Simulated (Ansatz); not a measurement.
Debugging vertical and adiabatic energies of changing the electron count of CH5BrSi, SMILES C[SiH2]Br (the Python package of Ansatz (0.2.0)).

Input file `ch5brsi.xyz`:
```text
8

C    -0.59390    0.70640   -0.12990
Si    0.47790   -0.70910   -0.03330
Br    1.56820   -0.61300    1.86350
H    -1.13870    0.74900   -1.07920
H    -0.08030    1.68390   -0.12800
H    -1.36130    0.78020    0.68240
H     1.47820   -0.70130   -1.15300
H    -0.25800   -1.95320   -0.07830
```

The cells in order, each with its output:

```python
import itertools

import ansatz as az
from ase.data import atomic_numbers, covalent_radii
import numpy as np
```

```python
system = az.Crystal.molecule_from_extxyz("ch5brsi.xyz")
```

```python
model = (
    system.calculation()
    .basis(gaussian="def2-SVP")
    .functional("b3lyp", dispersion="d3bj")
)
symbols = [site.symbol for site in system.cartesian_sites]
start = np.array([site.position_ang for site in system.cartesian_sites], dtype=float)
summary = model.relax(force_tolerance=0.01, max_steps=30).run(threads=1).report
end = np.array(summary["positions_ang"])
```

```python
minimum = az.Crystal.molecule()
for symbol, place in zip(symbols, end):
    minimum = minimum.atom(symbol, place.tolist())
ion = (
    minimum
    .basis(gaussian="def2-SVP")
    .functional("b3lyp", dispersion="d3bj")
    .charge(1)
    .spin("collinear", total=1)
)
vertical = ion.run(threads=1).report
settled = ion.relax(force_tolerance=0.01, max_steps=80).run(threads=1).report
print(f"vertical ionisation energy   {vertical['free_energy_ev'] - summary['free_energy_ev']:.3f} eV")
print(f"adiabatic, no zero point     {settled['free_energy_ev'] - summary['free_energy_ev']:.3f} eV")
print(f"relaxation energy of the ion {vertical['free_energy_ev'] - settled['free_energy_ev']:.3f} eV")
ionised = np.array(settled["positions_ang"])
# pairs closer than 1.2 times the sum of covalent radii, before or after
radius = [covalent_radii[atomic_numbers[s]] for s in symbols]
span = lambda where, i, j: np.linalg.norm(where[i] - where[j])
bonded = [(i, j) for i, j in itertools.combinations(range(len(symbols)), 2) if min(span(end, i, j), span(ionised, i, j)) < 1.2 * (radius[i] + radius[j])]
print("pair        before    after (A)")
for i, j in bonded:
    print(f"{symbols[i]}{i}-{symbols[j]}{j}".ljust(10), f"{span(end, i, j):8.4f} {span(ionised, i, j):8.4f}")
```

    Traceback (most recent call last):
      File "<cell 4>", line 6, in <module>
        .basis(gaussian="def2-SVP")
         ^^^^^
    AttributeError: 'Crystal' object has no attribute 'basis'

Find the fault and give the corrected session.

The fault: settings are called on the crystal, without .calculation(). Mended:

```diff
--- before
+++ after
@@
 start = np.array([site.position_ang for site in system.cartesian_sites], dtype=float)
-summary = model.relax(force_tolerance=0.01, max_steps=30).run(threads=1).report
+summary = model.relax(force_tolerance=0.01, max_steps=100).run(threads=1).report
 end = np.array(summary["positions_ang"])
@@
 ion = (
-    minimum
+    minimum.calculation()
     .basis(gaussian="def2-SVP")
```

Run as a notebook:

(earlier cells as before)

**Cell 3**
```python
model = (
    system.calculation()
    .basis(gaussian="def2-SVP")
    .functional("b3lyp", dispersion="d3bj")
)
symbols = [site.symbol for site in system.cartesian_sites]
start = np.array([site.position_ang for site in system.cartesian_sites], dtype=float)
summary = model.relax(force_tolerance=0.01, max_steps=100).run(threads=1).report
end = np.array(summary["positions_ang"])
```

**Cell 4**
```python
minimum = az.Crystal.molecule()
for symbol, place in zip(symbols, end):
    minimum = minimum.atom(symbol, place.tolist())
ion = (
    minimum.calculation()
    .basis(gaussian="def2-SVP")
    .functional("b3lyp", dispersion="d3bj")
    .charge(1)
    .spin("collinear", total=1)
)
vertical = ion.run(threads=1).report
settled = ion.relax(force_tolerance=0.01, max_steps=80).run(threads=1).report
print(f"vertical ionisation energy   {vertical['free_energy_ev'] - summary['free_energy_ev']:.3f} eV")
print(f"adiabatic, no zero point     {settled['free_energy_ev'] - summary['free_energy_ev']:.3f} eV")
print(f"relaxation energy of the ion {vertical['free_energy_ev'] - settled['free_energy_ev']:.3f} eV")
ionised = np.array(settled["positions_ang"])
# pairs closer than 1.2 times the sum of covalent radii, before or after
radius = [covalent_radii[atomic_numbers[s]] for s in symbols]
span = lambda where, i, j: np.linalg.norm(where[i] - where[j])
bonded = [(i, j) for i, j in itertools.combinations(range(len(symbols)), 2) if min(span(end, i, j), span(ionised, i, j)) < 1.2 * (radius[i] + radius[j])]
print("pair        before    after (A)")
for i, j in bonded:
    print(f"{symbols[i]}{i}-{symbols[j]}{j}".ljust(10), f"{span(end, i, j):8.4f} {span(ionised, i, j):8.4f}")
```
Output:
```text
vertical ionisation energy   10.403 eV
adiabatic, no zero point     10.197 eV
relaxation energy of the ion 0.206 eV
pair        before    after (A)
C0-Si1       1.8735   1.9832
C0-H3        1.1031   1.1103
C0-H4        1.1008   1.0968
C0-H5        1.1008   1.0968
Si1-Br2      2.2515   2.2482
Si1-H6       1.4879   1.4771
Si1-H7       1.4881   1.4771
```

Reading the output:
- The energies are electronic: no zero-point or thermal terms, and the basis set is short of its limit. The product may relax into another structure. The relaxation finds the nearest minimum, so the adiabatic value is an upper bound.
- b3lyp holds the VWN-RPA fit, as in Gaussian; the form of ORCA and Turbomole is b3lyp5.
- It ran for 70 s on 1 thread of Intel(R) Xeon(R) 6975P-C (Granite Rapids), on a shared host, peak memory 0.37 GiB.
